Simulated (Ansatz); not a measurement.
# Iridium, omega (AlB2-type) under m-r²SCAN: ground state and equation of state

What does m-r²SCAN give for iridium in the omega (AlB2-type) structure? We relax it, solve it on a dense k-mesh, then scale the cell to 7 volumes from 88 to 112 % of the relaxed one and try a fit of the equation of state. The start is ferromagnetic. The k-meshes are 9×9×12 for the relaxation; 11×11×15 for the dense run; 11×11×15 for the volumes.

Method: DFT m-r2SCAN, plane waves (500 eV) with PAW, scalar-relativistic; PAW files made under PBE, frozen cores solved again for the functional; m-r²SCAN is r²SCAN on the gauge-invariant kinetic-energy density, in Ansatz 0.2.0.

### Step 1. The starting structure

It takes space group P6/mmm (No. 191, hexagonal). Conventional cell: a = 4.308 Å, b = 4.308 Å, c = 2.641 Å, α = 90.00°, β = 90.00°, γ = 120.00°. Ir (site symmetry 6/mmm) has 14 Ir at 2.64 to 2.82 Å as nearest neighbours. Ir (site symmetry -6m2) is surrounded by 11 Ir at 2.49 to 2.82 Å.

Structure file:

```xyz
3
Lattice="4.3081 0.0000 0.0000 -2.1541 3.7309 0.0000 0.0000 0.0000 2.6409" Properties=species:S:1:pos:R:3 pbc="T T T"
Ir    0.0000    0.0000    0.0000
Ir    0.0000    2.4873    1.3204
Ir    2.1541    1.2436    1.3204
```

Starting moments (μB): +1 ×3.

### Step 2. Relaxing cell and atoms

input.yaml reads:

```yaml
crystal:
  lattice:
    - [4.3081096287, 0.0, 0.0]
    - [-2.1540548143, 3.7309323807, 0.0]
    - [0.0, 0.0, 2.6408712024]
  atoms:
    - { symbol: Ir, position: [0.0, 0.0, 0.0], spin: 1.0 }
    - { symbol: Ir, position: [0.3333333333, 0.6666666667, 0.5], spin: 1.0 }
    - { symbol: Ir, position: [0.6666666667, 0.3333333333, 0.5], spin: 1.0 }
hamiltonian:
  xc: mr2scan
  pseudopotentials:
    kind: paw
    azcp:
      Ir: "pseudopotentials/Ir.paw.azcp"
basis:
  ecutwfc: 500
  fft_grid_basis: typed
kpoints:
  mp_grid: { grid: [9, 9, 12], shift: [0, 0, 0] }
magnetization:
  spin_polarized: true
scf:
  occupations: { method: fermi_dirac, width: 0.05 }
relax:
  max_steps: 60
  f_tol: 0.01
  cell: {}
```

After this run come: Dense single point; Volume × 0.88; Volume × 0.92; Volume × 0.96; Volume × 1.0; Volume × 1.04; Volume × 1.08; Volume × 1.12.

Q: Predict the outcome of this session. Wanted: space group; conventional cell; volume; shortest distance; gap on the mesh; magnetic state; relative to fcc; V₀, B₀, B₀′.

**Answer**, as computed:

| quantity | value |
| --- | --- |
| space group (spins left aside) | P6/mmm (No. 191) |
| conventional cell | a = 4.348 Å, c = 2.684 Å (c/a = 0.617) |
| volume | 14.647 Å³/atom |
| shortest distance | 2.510 Å |
| gap on the mesh | none (levels filled in part) |
| magnetic state | non-magnetic |
| relative to fcc | +362 meV/atom |
| V₀, B₀, B₀′ | 14.643 Å³/atom, 351 GPa, 5.0 |

The relaxation enlarged the cell by 3.5 % in volume. Against the reference form of iridium (fcc, computed apart with the same settings) it stands 362 meV/atom higher, so it is far from stable. The moments die out: the run ends non-magnetic. Levels at the Fermi energy are filled in part, as in a metal. B₀ comes out at 351 GPa, among the stiffest elements; letting shape and positions relax at each volume could only lower it. The symmetry was held, so the structure may be unstable against distortions that break it.
